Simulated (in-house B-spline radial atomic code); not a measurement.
# Ga³⁺: a fraction of an electron removed from 3p

Aim: the energy of Ga³⁺ as a fraction of an electron is removed from 3p, to see how far it bends away from a straight line.

Program: in-house B-spline radial atomic code version 1. Level of theory: non-relativistic BHandHLYP, spin-polarised, spherical fractional occupations, point nucleus, basis-set limit. These are calculated values, not measurements, unless marked.

## (1) Starting point

* element: gallium (Z = 31)
* charge: +3
* electrons: 28
* configuration: [Ar] 3d10
* Hamiltonian: non-relativistic
* nucleus: point

Outer shells as boxes (Hund's rule):

[Ar] 3d10
```
[Ar] core
3d [↑↓][↑↓][↑↓][↑↓][↑↓]
```

Where spins are not typed, each open shell is filled with up spins first.

## (2) The start, at fraction 0

Input settings:

```ini
Z = 31
electrons = 28.0
configuration = [Ar] 3d10
hamiltonian = nr
method = bhandhlyp
spin_polarised = True
```

From the run's result record (rounded, not every field):

```text
{
  "status": "converged",
  "scf [iteration, energy, orbital gradient]": [
    [1, -1916.32289313, 0.42],
    [2, -1917.0691784, 0.542],
    [3, -1922.72424905, 0.0373],
    [4, -1922.75382569, 0.0121],
    [5, -1922.75504841, 0.00273],
    [6, -1922.7551403, 0.00193],
    [7, -1922.75522767, 0.000209],
    [8, -1922.75522867, 3.85e-06],
    [9, -1922.75522867, 5.57e-07],
    [10, -1922.75522867, 1.58e-08]
  ],
  "energy [hartree]": {"total": -1922.75522867, "kinetic": 1921.59128888, "nuclear": -4569.03356662, "coulomb": 798.993615505, "exact_exchange": -36.4263987335, "xc": -37.880167695},
  "orbitals [hartree, bohr; up spins, the down spins are equal]": [
    ["name", "occ", "eps", "<r>", "<r^2>", "<1/r>", "r_max", "density_at_nucleus", "spin_orbit_zeta"],
    ["1s up", 1.0, -376.14962, 0.049417, 0.0032718, 30.508, 0.032617, 9188.1, "-"],
    ["2s up", 1.0, -47.964672, 0.2211, 0.057593, 6.6925, 0.18555, 878.63, "-"],
    ["2p up", 3.0, -42.556762, 0.19213, 0.045178, 6.6468, 0.14789, "-", 0.65153],
    ["3s up", 1.0, -7.0625838, 0.66193, 0.50527, 2.135, 0.57351, 129.24, "-"],
    ["3p up", 3.0, -5.2760057, 0.68317, 0.54923, 2.0084, 0.57172, "-", 0.083841],
    ["3d up", 5.0, -2.1952716, 0.77895, 0.7727, 1.6785, 0.53474, "-", 0.00677]
  ],
  "sum_r [bohr^k]": {"-1": 147.3882, "1": 14.9062, "2": 12.42573},
  "density_at_nucleus [bohr^-3]": 20391.95,
  "spin_density_at_nucleus [bohr^-3]": 0.0,
  "mass_velocity [hartree]": -71.23508,
  "darwin [hartree]": 52.87751
}
```

Run time: 0.26 s. Hardware: 1 thread, shared host.

## (3) 0.08 electron removed from 3p

Input settings:

```ini
Z = 31
electrons = 27.92
configuration = [Ne] 3s2 3p5.92 3d10
hamiltonian = nr
method = bhandhlyp
spin_polarised = True
```

Result record:

```text
{
  "status": "converged",
  "iterations": 10,
  "energy [hartree]": {"total": -1922.3310831, "kinetic": 1921.16970098, "nuclear": -4566.18730617, "coulomb": 796.874580296, "exact_exchange": -36.3507241431, "xc": -37.8373340576},
  "orbitals [hartree, bohr; first row names the columns]": [
    ["name", "occ", "eps", "<r>"],
    ["1s up", 1.0, -376.24123, 0.049416],
    ["1s down", 1.0, -376.23825, 0.049416],
    ["2s up", 1.0, -48.045615, 0.2211],
    ["2s down", 1.0, -48.043198, 0.22109],
    ["2p up", 3.0, -42.639472, 0.19212],
    ["2p down", 3.0, -42.63541, 0.19213],
    ["3s up", 1.0, -7.1389403, 0.66139],
    ["3s down", 1.0, -7.1241512, 0.66161],
    ["3p up", 3.0, -5.3518232, 0.68228],
    ["3p down", 2.92, -5.3277123, 0.68282],
    ["3d up", 5.0, -2.2679786, 0.77461],
    ["3d down", 5.0, -2.26025, 0.77567]
  ],
  "sum_r [bohr^k]": {"-1": 147.2964, "1": 14.80885, "2": 12.28447},
  "energy_minus_base [hartree]": 0.424145568
}
```

Wall time 0.13 s (1 thread, shared host).

energy_minus_base is the energy less that of the reference run.

## (4) 0.16 electron removed from 3p

Input settings:

```ini
Z = 31
electrons = 27.84
configuration = [Ne] 3s2 3p5.84 3d10
hamiltonian = nr
method = bhandhlyp
spin_polarised = True
```

Result record:

```text
{
  "status": "converged",
  "iterations": 10,
  "energy [hartree]": {"total": -1921.90278241, "kinetic": 1920.74400398, "nuclear": -4563.3220426, "coulomb": 794.745705871, "exact_exchange": -36.2761763462, "xc": -37.7942733166},
  "orbitals [hartree, bohr; first row names the columns]": [
    ["name", "occ", "eps", "<r>"],
    ["1s up", 1.0, -376.33347, 0.049416],
    ["1s down", 1.0, -376.32751, 0.049416],
    ["2s up", 1.0, -48.127175, 0.22109],
    ["2s down", 1.0, -48.122355, 0.22108],
    ["2p up", 3.0, -42.722802, 0.19212],
    ["2p down", 3.0, -42.714686, 0.19213],
    ["3s up", 1.0, -7.2157742, 0.66085],
    ["3s down", 1.0, -7.1861997, 0.66129],
    ["3p up", 3.0, -5.4281137, 0.68139],
    ["3p down", 2.84, -5.3798819, 0.68247],
    ["3d up", 5.0, -2.3412074, 0.7704],
    ["3d down", 5.0, -2.325725, 0.77244]
  ],
  "sum_r [bohr^k]": {"-1": 147.2039, "1": 14.71245, "2": 12.1462},
  "energy_minus_base [hartree]": 0.852446257
}
```

Wall time 0.13 s (1 thread, shared host).

## (5) 0.35 electron removed from 3p

Input settings:

```ini
Z = 31
electrons = 27.65
configuration = [Ne] 3s2 3p5.65 3d10
hamiltonian = nr
method = bhandhlyp
spin_polarised = True
```

Result record:

```text
{
  "status": "converged",
  "iterations": 10,
  "energy [hartree]": {"total": -1920.86870401, "kinetic": 1919.71624204, "nuclear": -4556.44264049, "coulomb": 789.652547398, "exact_exchange": -36.1037109634, "xc": -37.6911419821},
  "orbitals [hartree, bohr; first row names the columns]": [
    ["name", "occ", "eps", "<r>"],
    ["1s up", 1.0, -376.55497, 0.049416],
    ["1s down", 1.0, -376.54191, 0.049414],
    ["2s up", 1.0, -48.323278, 0.22108],
    ["2s down", 1.0, -48.312804, 0.22105],
    ["2p up", 3.0, -42.923118, 0.1921],
    ["2p down", 3.0, -42.905411, 0.19212],
    ["3s up", 1.0, -7.4001041, 0.65956],
    ["3s down", 1.0, -7.3354169, 0.66051],
    ["3p up", 3.0, -5.6111397, 0.67928],
    ["3p down", 2.65, -5.5055635, 0.68158],
    ["3d up", 5.0, -2.5171565, 0.76089],
    ["3d down", 5.0, -2.4831541, 0.76498]
  ],
  "sum_r [bohr^k]": {"-1": 146.982, "1": 14.4871, "2": 11.82891},
  "energy_minus_base [hartree]": 1.88652466
}
```

It took 0.13 s on 1 thread, shared host.

## (6) 0.49 electron removed from 3p

Input settings:

```ini
Z = 31
electrons = 27.509999999999998
configuration = [Ne] 3s2 3p5.51 3d10
hamiltonian = nr
method = bhandhlyp
spin_polarised = True
```

Result record:

```text
{
  "status": "converged",
  "iterations": 10,
  "energy [hartree]": {"total": -1920.09135045, "kinetic": 1918.94364974, "nuclear": -4551.30837674, "coulomb": 785.868633787, "exact_exchange": -35.9808338305, "xc": -37.6144234109},
  "orbitals [hartree, bohr; first row names the columns]": [
    ["name", "occ", "eps", "<r>"],
    ["1s up", 1.0, -376.72032, 0.049415],
    ["1s down", 1.0, -376.702, 0.049414],
    ["2s up", 1.0, -48.469867, 0.22107],
    ["2s down", 1.0, -48.455269, 0.22103],
    ["2p up", 3.0, -43.072824, 0.19208],
    ["2p down", 3.0, -43.048074, 0.19211],
    ["3s up", 1.0, -7.5375291, 0.65861],
    ["3s down", 1.0, -7.4469584, 0.65991],
    ["3p up", 3.0, -5.7475952, 0.67773],
    ["3p down", 2.51, -5.5996978, 0.6809],
    ["3d up", 5.0, -2.6485722, 0.75429],
    ["3d down", 5.0, -2.6008256, 0.75967]
  ],
  "sum_r [bohr^k]": {"-1": 146.8164, "1": 14.32406, "2": 11.60428},
  "energy_minus_base [hartree]": 2.66387822
}
```

It took 0.13 s on 1 thread, shared host.

## (7) 0.5 electron removed from 3p

Input settings:

```ini
Z = 31
electrons = 27.5
configuration = [Ne] 3s2 3p5.5 3d10
hamiltonian = nr
method = bhandhlyp
spin_polarised = True
```

Result record:

```text
{
  "status": "converged",
  "iterations": 10,
  "energy [hartree]": {"total": -1920.03531962, "kinetic": 1918.88796234, "nuclear": -4550.9395704, "coulomb": 785.59740489, "exact_exchange": -35.9721952661, "xc": -37.6089211826},
  "orbitals [hartree, bohr; first row names the columns]": [
    ["name", "occ", "eps", "<r>"],
    ["1s up", 1.0, -376.7322, 0.049415],
    ["1s down", 1.0, -376.71351, 0.049413],
    ["2s up", 1.0, -48.480404, 0.22107],
    ["2s down", 1.0, -48.465513, 0.22103],
    ["2p up", 3.0, -43.083584, 0.19208],
    ["2p down", 3.0, -43.058332, 0.19211],
    ["3s up", 1.0, -7.5473957, 0.65854],
    ["3s down", 1.0, -7.4549754, 0.65986],
    ["3p up", 3.0, -5.7573923, 0.67762],
    ["3p down", 2.5, -5.6064693, 0.68085],
    ["3d up", 5.0, -2.6580149, 0.75383],
    ["3d down", 5.0, -2.6092834, 0.75929]
  ],
  "sum_r [bohr^k]": {"-1": 146.8045, "1": 14.31251, "2": 11.58851},
  "energy_minus_base [hartree]": 2.71990905
}
```

Wall time 0.13 s (1 thread, shared host).

## (8) 0.56 electron removed from 3p

Input settings:

```ini
Z = 31
electrons = 27.44
configuration = [Ne] 3s2 3p5.44 3d10
hamiltonian = nr
method = bhandhlyp
spin_polarised = True
```

Result record:

```text
{
  "status": "converged",
  "iterations": 10,
  "energy [hartree]": {"total": -1919.6977098, "kinetic": 1918.5524223, "nuclear": -4548.72099979, "coulomb": 783.967469691, "exact_exchange": -35.9207545926, "xc": -37.5758474116},
  "orbitals [hartree, bohr; first row names the columns]": [
    ["name", "occ", "eps", "<r>"],
    ["1s up", 1.0, -376.80366, 0.049415],
    ["1s down", 1.0, -376.78271, 0.049413],
    ["2s up", 1.0, -48.543808, 0.22107],
    ["2s down", 1.0, -48.527159, 0.22102],
    ["2p up", 3.0, -43.148327, 0.19207],
    ["2p down", 3.0, -43.120062, 0.19211],
    ["3s up", 1.0, -7.6067337, 0.65812],
    ["3s down", 1.0, -7.5032139, 0.6596],
    ["3p up", 3.0, -5.8163132, 0.67695],
    ["3p down", 2.44, -5.6472291, 0.68055],
    ["3d up", 5.0, -2.7148254, 0.7511],
    ["3d down", 5.0, -2.6601749, 0.75707]
  ],
  "sum_r [bohr^k]": {"-1": 146.7329, "1": 14.24345, "2": 11.49466},
  "energy_minus_base [hartree]": 3.05751886
}
```

Wall time 0.13 s (1 thread, shared host).

## (9) 0.74 electron removed from 3p

Input settings:

```ini
Z = 31
electrons = 27.259999999999998
configuration = [Ne] 3s2 3p5.26 3d10
hamiltonian = nr
method = bhandhlyp
spin_polarised = True
```

Result record:

```text
{
  "status": "converged",
  "iterations": 10,
  "energy [hartree]": {"total": -1918.67011481, "kinetic": 1917.53112922, "nuclear": -4542.00715089, "coulomb": 779.052427177, "exact_exchange": -35.7704904987, "xc": -37.4760298184},
  "orbitals [hartree, bohr; first row names the columns]": [
    ["name", "occ", "eps", "<r>"],
    ["1s up", 1.0, -377.01993, 0.049415],
    ["1s down", 1.0, -376.9922, 0.049412],
    ["2s up", 1.0, -48.735864, 0.22106],
    ["2s down", 1.0, -48.713975, 0.221],
    ["2p up", 3.0, -43.344414, 0.19205],
    ["2p down", 3.0, -43.307124, 0.1921],
    ["3s up", 1.0, -7.7861454, 0.65688],
    ["3s down", 1.0, -7.6492964, 0.6588],
    ["3p up", 3.0, -5.9944711, 0.67496],
    ["3p down", 2.26, -5.7708153, 0.67962],
    ["3d up", 5.0, -2.8868132, 0.74325],
    ["3d down", 5.0, -2.8143102, 0.75053]
  ],
  "sum_r [bohr^k]": {"-1": 146.5164, "1": 14.03876, "2": 11.22041},
  "energy_minus_base [hartree]": 4.08511386
}
```

Run time: 0.13 s. Hardware: 1 thread, shared host.

## (10) 0.85 electron removed from 3p

Input settings:

```ini
Z = 31
electrons = 27.15
configuration = [Ne] 3s2 3p5.15 3d10
hamiltonian = nr
method = bhandhlyp
spin_polarised = True
```

Result record:

```text
{
  "status": "converged",
  "iterations": 10,
  "energy [hartree]": {"total": -1918.03112642, "kinetic": 1916.8960589, "nuclear": -4537.86212144, "coulomb": 776.031249765, "exact_exchange": -35.6816987418, "xc": -37.4146149004},
  "orbitals [hartree, bohr; first row names the columns]": [
    ["name", "occ", "eps", "<r>"],
    ["1s up", 1.0, -377.15347, 0.049414],
    ["1s down", 1.0, -377.12158, 0.049411],
    ["2s up", 1.0, -48.854563, 0.22105],
    ["2s down", 1.0, -48.82949, 0.22098],
    ["2p up", 3.0, -43.465587, 0.19204],
    ["2p down", 3.0, -43.422788, 0.1921],
    ["3s up", 1.0, -7.8967892, 0.65611],
    ["3s down", 1.0, -7.7395437, 0.65829],
    ["3p up", 3.0, -6.1043485, 0.67375],
    ["3p down", 2.15, -5.8472709, 0.67904],
    ["3d up", 5.0, -2.9930377, 0.73866],
    ["3d down", 5.0, -2.9095535, 0.74665]
  ],
  "sum_r [bohr^k]": {"-1": 146.3826, "1": 13.91542, "2": 11.05789},
  "energy_minus_base [hartree]": 4.72410225
}
```

Wall time 0.13 s (1 thread, shared host).

## (11) 0.89 electron removed from 3p

Input settings:

```ini
Z = 31
electrons = 27.11
configuration = [Ne] 3s2 3p5.11 3d10
hamiltonian = nr
method = bhandhlyp
spin_polarised = True
```

Result record:

```text
{
  "status": "converged",
  "iterations": 10,
  "energy [hartree]": {"total": -1917.79667646, "kinetic": 1916.66304603, "nuclear": -4536.34704997, "coulomb": 774.929524707, "exact_exchange": -35.6499888532, "xc": -37.3922083821},
  "orbitals [hartree, bohr; first row names the columns]": [
    ["name", "occ", "eps", "<r>"],
    ["1s up", 1.0, -377.20229, 0.049414],
    ["1s down", 1.0, -377.16888, 0.049411],
    ["2s up", 1.0, -48.897971, 0.22105],
    ["2s down", 1.0, -48.871744, 0.22098],
    ["2p up", 3.0, -43.509897, 0.19204],
    ["2p down", 3.0, -43.465096, 0.1921],
    ["3s up", 1.0, -7.9372072, 0.65583],
    ["3s down", 1.0, -7.7725385, 0.65811],
    ["3p up", 3.0, -6.1444879, 0.67331],
    ["3p down", 2.11, -5.8752423, 0.67882],
    ["3d up", 5.0, -3.0318708, 0.73703],
    ["3d down", 5.0, -2.9443799, 0.74526]
  ],
  "sum_r [bohr^k]": {"-1": 146.3338, "1": 13.87089, "2": 10.99969},
  "energy_minus_base [hartree]": 4.9585522
}
```

It took 0.13 s on 1 thread, shared host.

## (12) 1 electron removed from 3p

Input settings:

```ini
Z = 31
electrons = 27.0
configuration = [Ne] 3s2 3p5 3d10
hamiltonian = nr
method = bhandhlyp
spin_polarised = True
```

Result record:

```text
{
  "status": "converged",
  "iterations": 10,
  "energy [hartree]": {"total": -1917.14615023, "kinetic": 1916.01650536, "nuclear": -4532.15945839, "coulomb": 771.891590144, "exact_exchange": -35.5643909412, "xc": -37.330396401},
  "orbitals [hartree, bohr; first row names the columns]": [
    ["name", "occ", "eps", "<r>"],
    ["1s up", 1.0, -377.33722, 0.049414],
    ["1s down", 1.0, -377.29964, 0.04941],
    ["2s up", 1.0, -49.018006, 0.22104],
    ["2s down", 1.0, -48.988613, 0.22096],
    ["2p up", 3.0, -43.632417, 0.19202],
    ["2p down", 3.0, -43.582113, 0.19209],
    ["3s up", 1.0, -8.0488524, 0.65506],
    ["3s down", 1.0, -7.8637508, 0.65759],
    ["3p up", 3.0, -6.2553686, 0.6721],
    ["3p down", 2.0, -5.9526178, 0.67822],
    ["3d up", 5.0, -3.1392192, 0.73265],
    ["3d down", 5.0, -3.0406724, 0.74148]
  ],
  "sum_r [bohr^k]": {"-1": 146.1987, "1": 13.74925, "2": 10.842},
  "energy_minus_base [hartree]": 5.60907844
}
```

Wall time 0.13 s (1 thread, shared host).

## (13) Results

| fraction | energy change (eV) | less the straight line (eV) | level 3p down (eV) | sum of <r²> (bohr²) |
| --- | --- | --- | --- | --- |
| 0 | 0.0000 | 0.0000 | -143.57 | 12.426 |
| 0.08 | 11.5416 | -0.6689 | -144.97 | 12.284 |
| 0.16 | 23.1962 | -1.2247 | -146.39 | 12.146 |
| 0.35 | 51.3350 | -2.0858 | -149.81 | 11.829 |
| 0.49 | 72.4878 | -2.3013 | -152.38 | 11.604 |
| 0.5 | 74.0125 | -2.3029 | -152.56 | 11.589 |
| 0.56 | 83.1993 | -2.2739 | -153.67 | 11.495 |
| 0.74 | 111.1616 | -1.7852 | -157.03 | 11.220 |
| 0.85 | 128.5494 | -1.1868 | -159.11 | 11.058 |
| 0.89 | 134.9291 | -0.9123 | -159.87 | 11.000 |
| 1 | 152.6308 | 0.0000 | -161.98 | 10.842 |

**Reading.** From fraction 0 to 1 the energy changes by 152.631 eV. It sags under the straight line by up to 2.30 eV (at 0.5). Slater's transition state, the slope from the orbital energy at fraction 0.5 (Janak's theorem), gives 152.560 eV for the whole step. Here exact exchange is taken at spherical fractional occupations, which leaves self-interaction in open p, d and f shells; that spoils the energies somewhat, at whole numbers too.
